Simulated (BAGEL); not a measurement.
# B3LYP/6-31G(d) (density fitting with qzvpp-jkfit, spherical functions) run of CH5ClSSi (SMILES C[SiH](S)Cl)

Aim: the energy change on altering one bond length of CH5ClSSi at B3LYP/6-31G* (density fitting with qzvpp-jkfit, spherical functions), from 2 runs. 

Program for the calculation: BAGEL 1.2.2.

31 further runs of the same task are left out: 31 set aside as unsound or not needed.

**1. Starting point**

CH5ClSSi: 9 atoms, total charge 0, spin state singlet. SMILES: `C[SiH](S)Cl`. The shape is that of a PBE0-D4/def2-TZVP optimisation. This is one conformer, not always the lowest.

Bond lengths: C1–Si2 1.855 Å, Si2–S3 2.127 Å, Si2–Cl4 2.062 Å, C1–H5 1.092 Å, C1–H6 1.092 Å, C1–H7 1.092 Å, Si2–H8 1.480 Å, S3–H9 1.344 Å. Some angles: C1–Si2–S3 112.6°, C1–Si2–Cl4 107.8°, S3–Si2–Cl4 111.5°, C1–Si2–H8 113.1°, S3–Si2–H8 104.3°, Cl4–Si2–H8 107.4°, Si2–C1–H5 110.1°, Si2–C1–H6 110.6°, Si2–C1–H7 110.2°, Si2–S3–H9 94.4°.

**2. A single-point energy at B3LYP/6-31G(d) (density fitting with qzvpp-jkfit, spherical functions)**

The input, calc.json:

```json
{ "bagel" : [

{
  "title" : "molecule",
  "basis" : "6-31gs.json",
  "df_basis" : "qzvpp-jkfit",
  "angstrom" : true,
  "geometry" : [
    { "atom" : "C", "xyz" : [   -0.274200,    1.016100,   -0.538000 ] },
    { "atom" : "Si", "xyz" : [    0.059000,   -0.772900,   -0.179600 ] },
    { "atom" : "S", "xyz" : [    1.538300,   -1.045300,    1.324800 ] },
    { "atom" : "Cl", "xyz" : [   -1.729000,   -1.652100,    0.352100 ] },
    { "atom" : "H", "xyz" : [    0.644700,    1.511900,   -0.858200 ] },
    { "atom" : "H", "xyz" : [   -0.651800,    1.523200,    0.352700 ] },
    { "atom" : "H", "xyz" : [   -1.023000,    1.110000,   -1.327900 ] },
    { "atom" : "H", "xyz" : [    0.585300,   -1.511200,   -1.349400 ] },
    { "atom" : "H", "xyz" : [    0.939300,   -0.226000,    2.206500 ] }
  ]
},
{
  "title" : "ks",
  "xc_func" : "b3lyp"
},
{
  "title" : "print",
  "file" : "orbitals.molden",
  "orbitals" : true
}

]}
```

The basis set 6-31G* is read from a file made from the Basis Set Exchange's data (not shown).

Started as:

```sh
$ BAGEL_NUM_THREADS=1 BAGEL calc.json > calc.out
```

What it wrote:

```text
* using 1 threads per process

  ===============================================================
  ===============================================================

  *** Geometry ***

  { "atom" : "C", "xyz" : [     -0.518163,      1.920151,     -1.016673 ] },
  { "atom" : "Si", "xyz" : [      0.111494,     -1.460569,     -0.339395 ] },
  { "atom" : "S", "xyz" : [      2.906966,     -1.975331,      2.503509 ] },
  { "atom" : "Cl", "xyz" : [     -3.267336,     -3.122017,      0.665373 ] },
  { "atom" : "H", "xyz" : [      1.218306,      2.857077,     -1.621763 ] },
  { "atom" : "H", "xyz" : [     -1.231723,      2.878431,      0.666506 ] },
  { "atom" : "H", "xyz" : [     -1.933190,      2.097596,     -2.509367 ] },
  { "atom" : "H", "xyz" : [      1.106057,     -2.855754,     -2.549996 ] },
  { "atom" : "H", "xyz" : [      1.775020,     -0.427078,      4.169681 ] },

  Number of auxiliary basis functions:      549

  Since a DF basis is specified, we compute 2- and 3-index integrals:
    o Being stored without compression. Storage requirement is 0.027 GB

  Number of basis functions:       78
  Number of electrons      :       58

    * METHOD: MOLECULE                             0.34

  *** Kohn-Sham DFT ***

    * Removing 17087 points whose weight is below 1.00e-10
    * Grid points: 117067

  === Nuclear Repulsion ===
   273.6981612377

       - DIIS with orbital gradients will be used.

  === KS iteration (b3lyp / 6-31gs.json) ===
      0      -1155.41360193          0.12621875           0.46
      1      -1108.88733937          0.15277160           0.42
      2      -1104.30570799          0.13620051           0.43
      3      -1162.20881610          0.13827619           0.43
      4      -1185.73239893          0.06265025           0.42
      5      -1187.41417703          0.04498190           0.42
      6      -1189.01543506          0.00867259           0.42
      7      -1189.06732327          0.00415864           0.42
      8      -1189.07669119          0.00059903           0.43
      9      -1189.07686022          0.00021475           0.42
     10      -1189.07689694          0.00006463           0.42
     11      -1189.07690058          0.00001047           0.42
     12      -1189.07690066          0.00000302           0.42
     13      -1189.07690067          0.00000072           0.42
     14      -1189.07690067          0.00000032           0.41
     15      -1189.07690067          0.00000005           0.41
     16      -1189.07690067          0.00000002           0.40
     17      -1189.07690067          0.00000000           0.41
    * SCF iteration converged.

    * Permanent dipole moment:
           (   -0.075694,    -0.902242,     0.224852) a.u.

    * METHOD: KS                                   8.18

    * METHOD: PRINT                                0.02

  ===============================================================
```

Run time: 8.7 s. Hardware: 1 thread of Arm Neoverse V1, shared host; peak memory 0.47 GiB.

**3. The distorted shape at the same level**

The input, job.json:

```json
{ "bagel" : [

{
  "title" : "molecule",
  "basis" : "6-31gs.json",
  "df_basis" : "qzvpp-jkfit",
  "angstrom" : true,
  "geometry" : [
    { "atom" : "C", "xyz" : [   -0.006019,    1.147970,   -0.617749 ] },
    { "atom" : "Si", "xyz" : [    0.327181,   -0.641030,   -0.259349 ] },
    { "atom" : "S", "xyz" : [    1.806481,   -0.913430,    1.245051 ] },
    { "atom" : "Cl", "xyz" : [   -1.729000,   -1.652100,    0.352100 ] },
    { "atom" : "H", "xyz" : [    0.912881,    1.643770,   -0.937949 ] },
    { "atom" : "H", "xyz" : [   -0.383619,    1.655070,    0.272951 ] },
    { "atom" : "H", "xyz" : [   -0.754819,    1.241870,   -1.407649 ] },
    { "atom" : "H", "xyz" : [    0.853481,   -1.379330,   -1.429149 ] },
    { "atom" : "H", "xyz" : [    1.207481,   -0.094130,    2.126751 ] }
  ]
},
{
  "title" : "ks",
  "xc_func" : "b3lyp"
},
{
  "title" : "print",
  "file" : "orbitals.molden",
  "orbitals" : true
}

]}
```

The basis set 6-31G* is read from a file made from the Basis Set Exchange's data (not shown).

Started as:

```sh
$ BAGEL_NUM_THREADS=1 BAGEL job.json > job.out
```

What it wrote:

```text
* using 1 threads per process

  ===============================================================
  ===============================================================

  *** Geometry ***

  { "atom" : "C", "xyz" : [     -0.011374,      2.169349,     -1.167376 ] },
  { "atom" : "Si", "xyz" : [      0.618282,     -1.211371,     -0.490099 ] },
  { "atom" : "S", "xyz" : [      3.413754,     -1.726133,      2.352805 ] },
  { "atom" : "Cl", "xyz" : [     -3.267336,     -3.122017,      0.665373 ] },
  { "atom" : "H", "xyz" : [      1.725095,      3.106275,     -1.772467 ] },
  { "atom" : "H", "xyz" : [     -0.724935,      3.127629,      0.515803 ] },
  { "atom" : "H", "xyz" : [     -1.426401,      2.346794,     -2.660071 ] },
  { "atom" : "H", "xyz" : [      1.612845,     -2.606556,     -2.700700 ] },
  { "atom" : "H", "xyz" : [      2.281808,     -0.177880,      4.018977 ] },

  Number of auxiliary basis functions:      549

  Since a DF basis is specified, we compute 2- and 3-index integrals:
    o Being stored without compression. Storage requirement is 0.027 GB

  Number of basis functions:       78
  Number of electrons      :       58

    * METHOD: MOLECULE                             0.33

  *** Kohn-Sham DFT ***

    * Removing 16697 points whose weight is below 1.00e-10
    * Grid points: 117457

  === Nuclear Repulsion ===
   260.6652472278

       - DIIS with orbital gradients will be used.

  === KS iteration (b3lyp / 6-31gs.json) ===
      0      -1157.25901496          0.12317719           0.45
      1      -1109.69247325          0.14798636           0.43
      2      -1098.95450908          0.10878508           0.42
      3      -1165.77518341          0.11508676           0.41
      4      -1188.01817379          0.03100102           0.43
      5      -1188.70464842          0.02076313           0.42
      6      -1188.95758938          0.01044861           0.42
      7      -1189.02711766          0.00591488           0.43
      8      -1189.05081100          0.00317260           0.42
      9      -1189.06140594          0.00062950           0.42
     10      -1189.06172407          0.00007892           0.42
     11      -1189.06172851          0.00004203           0.42
     12      -1189.06173003          0.00000849           0.42
     13      -1189.06173009          0.00000169           0.42
     14      -1189.06173009          0.00000068           0.41
     15      -1189.06173009          0.00000020           0.42
     16      -1189.06173009          0.00000005           0.42
     17      -1189.06173009          0.00000002           0.42
     18      -1189.06173009          0.00000001           0.43
    * SCF iteration converged.

    * Permanent dipole moment:
           (   -0.645791,    -1.197794,     0.312551) a.u.

    * METHOD: KS                                   8.65

    * METHOD: PRINT                                0.02

  ===============================================================
```

It took 9.3 s on 1 thread of Arm Neoverse V1, shared host; peak memory 0.48 GiB.

**4. Summary of results**

Level: B3LYP/6-31G* (density fitting with qzvpp-jkfit, spherical functions).

```
                                                           quantity           value
                                          first shape: total energy  -1189.07690 Eh
                                         first shape: dipole moment          2.37 D
                                           first shape: HOMO energy        -7.38 eV
                                           first shape: LUMO energy         0.31 eV
                                         first shape: HOMO–LUMO gap         7.68 eV
                                      distorted shape: total energy  -1189.06173 Eh
                                     distorted shape: dipole moment          3.55 D
                                       distorted shape: HOMO energy        -7.63 eV
                                       distorted shape: LUMO energy        -1.16 eV
                                     distorted shape: HOMO–LUMO gap         6.47 eV
energy change with the Si2–Cl4 bond stretched from 2.062 to 2.372 Å        0.413 eV
```

With the Si2–Cl4 bond stretched from 2.062 to 2.372 Å the energy rises by 0.41 eV (39.8 kJ/mol). The first shape isn't relaxed at this level, so the change isn't measured from a minimum.
